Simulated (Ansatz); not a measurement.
Rh, space group P6_3/mmc: a comparison of functionals at one structure, run with Ansatz's Python interface.

`run_xc.py`:
```python
"""Functional comparison for Rh (totals differ with the potentials too)."""

import ansatz as az

lattice = az.Lattice.of(
    [2.69174, 0.0, 0.0],
    [-1.34587, 2.33112, 0.0],
    [0.0, 0.0, 8.79807],
)
sites = [
    ("Rh", [0.0, 0.0, 0.0]),
    ("Rh", [1 / 3, 2 / 3, 0.25]),
    ("Rh", [0.0, 0.0, 0.5]),
    ("Rh", [2 / 3, 1 / 3, 0.75]),
]
system = az.Crystal(lattice=lattice)
for symbol, position in sites:
    system = system.atom(symbol, position)

base = system.calculation().basis(550).kpoints(spacing=0.26).occupations("fermi_dirac").stress()

rows = []
for value in ["pbesol", "blyp", "lda"]:
    summary = base.functional(value).run(threads=1, backend="cpu").report
    rows.append((value, summary["free_energy_ev"] / len(summary["lattice"]["sites"]), summary["n_iterations"], sum(summary["stress_gpa"][i][i] for i in range(3)) / 3, summary["n_kpoints"]))

print("  functional   F/atom (eV)    iterations       P (GPa)      k-points")
for row in rows:
    print(f"{str(row[0]):>12s}  {row[1]:12.5f}  {row[2]:12d}  {row[3]:12.3f}  {row[4]:12d}")
```

Which functional puts this cell under the lowest pressure, and which under the highest?

From lowest to highest: LDA (-11.3 GPa), PBEsol (-5.2 GPa) and BLYP (19.3 GPa). At a fixed cell a lower pressure usually means a smaller equilibrium volume, so LDA prefers the smallest cell and BLYP the largest.

The output:

```console
$ python run_xc.py
  functional   F/atom (eV)    iterations       P (GPa)      k-points
      pbesol   -6338.74521             6        -5.220            32
        blyp   -6417.06085             7        19.342            32
         lda   -6278.63088             6       -11.292            32
```

Caveats:
- BLYP can be off by several per cent in the lattices of metals, and by several GPa in the pressure at a fixed cell.
- For a metal this k-point mesh is coarse: on a finer one energies can move by several to tens of meV an atom and pressures by half a GPa or more, differences at one mesh by less.
- Pressure is positive in compression.
- This isn't the structure that Rh takes at ambient conditions.
- Total energies of different functionals can't be compared; pressures, moments and gaps at this one structure can.
- Wall time of the script: 26 s on 1 thread of Arm Neoverse N1, with other jobs on the host, peak memory 0.5 GiB.
